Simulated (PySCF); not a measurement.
# Towards the basis-set limit for AsH

The task here is to estimate one member of a computed series from the others.

Program: PySCF 2.14.0. Level of theory: CCSD(T) on ROHF, scalar-relativistic core potentials. These are calculated values, not measurements.

Set-up of the first run:

```yaml
molecule: AsH
state: triplet, unpaired electrons π ↑↑
smaller_basis: As cc-pwCVDZ-PP with ECP10, H aug-cc-pVDZ
larger_basis: As cc-pwCVTZ-PP with ECP10, H aug-cc-pVTZ
frozen_core_orbitals: 4
extrapolation: correlation as n⁻³ (n = 2, 3), Hartree–Fock as (n+1)·exp(−9√n)
corrections: none
distances_Å: 1.3547, 1.4162, 1.4778, 1.5394, 1.6010, 1.6779, 1.7549
masses_u: 74.9216, 1.0078
dissociation_limit: As + H
```

The run is started by

```console
> OMP_NUM_THREADS=4 python comp.py task.json out
```

Steps of the session up to this table: Coupled cluster at each distance.

One of the session's tables, all rows but one given; the rest of the session is left out.

It belongs to the step «Coupled cluster at each distance». Parts of the energy along the bond, in eV from As + H:

```
 R (Å)  HF/CBS  CCSD corr.      (T)
1.3547  -1.451      -1.090  -0.0288
1.4162  -1.652      -1.083  -0.0312
1.4778  -1.743      -1.082  -0.0341
1.5394  -1.750      -1.084  -0.0375
1.6010  -1.692      -1.091  -0.0415
1.6779       ?           ?        ?
1.7549  -1.363      -1.127  -0.0536
```

Q: Estimate the row for R (Å) = 1.6779 from the others.

Worked estimate for «HF/CBS». A straight line through the neighbours (1.6010, -1.692) and (1.7549, -1.363) gives -1.692 + (-1.363 + 1.692) × (1.6779 − 1.6010) / (1.7549 − 1.6010) = -1.528; a parabola fitted to 3 rows on both sides gives -1.560.

The run gave: HF/CBS: -1.553; CCSD corr.: -1.106; (T): -0.0471. In «HF/CBS» the line misses by +0.025 and the parabola by -0.007.

Caveats from the session: An extrapolation from double and triple zeta is rough, so this isn't yet the limit.
